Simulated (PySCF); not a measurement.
**C₃H₅Cl₃OSi: electronic excitations**

What electronic excitations should C₃H₅Cl₃OSi (`O=C([SiH3])CC(Cl)(Cl)Cl`) show?

The runs use PySCF 2.14.0, with density-fitted response routines of our own; the level of theory stands in each step. All values are computed, except where a source is named. Atoms are numbered from 0 throughout.

### 1 The starting structure

13 atoms, charge 0, multiplicity 1; geometry from: GFN2-xTB.

Bonds of the start (Å): O0–C1 1.21, C1–Si2 1.93, C1–C3 1.54, C3–C4 1.51, C4–Cl5 1.78, C4–Cl6 1.78, C4–Cl7 1.78, Si2–H8 1.46, Si2–H9 1.46, Si2–H10 1.46, C3–H11 1.09, C3–H12 1.09.

### 2 Ultraviolet spectrum: B3LYP/def2-SVPD

What the job is given:

```
{"job": {"kind": "uv", "xc": "B3LYP", "basis": "def2-SVPD", "nstates": 8, "ntriplets": 3}, "charge": 0, "multiplicity": 1}
O      0.743782    -1.737077    -1.069913
C      0.562839    -0.670934    -0.538272
Si     1.940803     0.087952     0.575582
C     -0.750384     0.083479    -0.796650
C     -1.595336     0.189998     0.451806
Cl    -0.843248     1.269520     1.643723
Cl    -1.804001    -1.411728     1.201379
Cl    -3.207913     0.847245     0.061644
H      1.903914     1.539997     0.417928
H      3.182105    -0.473932     0.052162
H      1.700686    -0.350131     1.945501
H     -1.318506    -0.459809    -1.557405
H     -0.519129     1.085906    -1.162397
```

Method: TDDFT B3LYP/def2-SVPD, vertical, gas phase, core orbitals frozen in the response.

On the command line:

```
$ OMP_NUM_THREADS=1 python probes_run.py task.json out
```

The driver reads the jobs from task.json and runs them one after another.

Predict these results of the whole session: lowest singlet (B3LYP/def2-SVPD); brightest single state of those computed; lowest triplet; surface potential, 1st and 99th percentile.

As calculated:

| quantity | value |
| --- | --- |
| lowest singlet (B3LYP/def2-SVPD) | 3.35 eV (371 nm), f = 0.001 |
| brightest single state of those computed | state 5, 5.83 eV, f = 0.033 |
| lowest triplet | 2.72 eV |
| surface potential, 1st and 99th percentile | -1.32 V and 1.50 V |

The lowest singlet, at 3.35 eV, is HOMO→LUMO 0.95 and is dark; of the 8 states computed, the strongest absorption comes from state 5 at 5.83 eV. The lowest triplet lies 0.63 eV below the lowest singlet (triplets in Tamm-Dancoff, singlets in full TDDFT). By nearest atom (B3LYP/def2-SVPD), the HOMO sits on O0 53 %; C1 14 % and the LUMO on C1 38 %; O0 26 %.
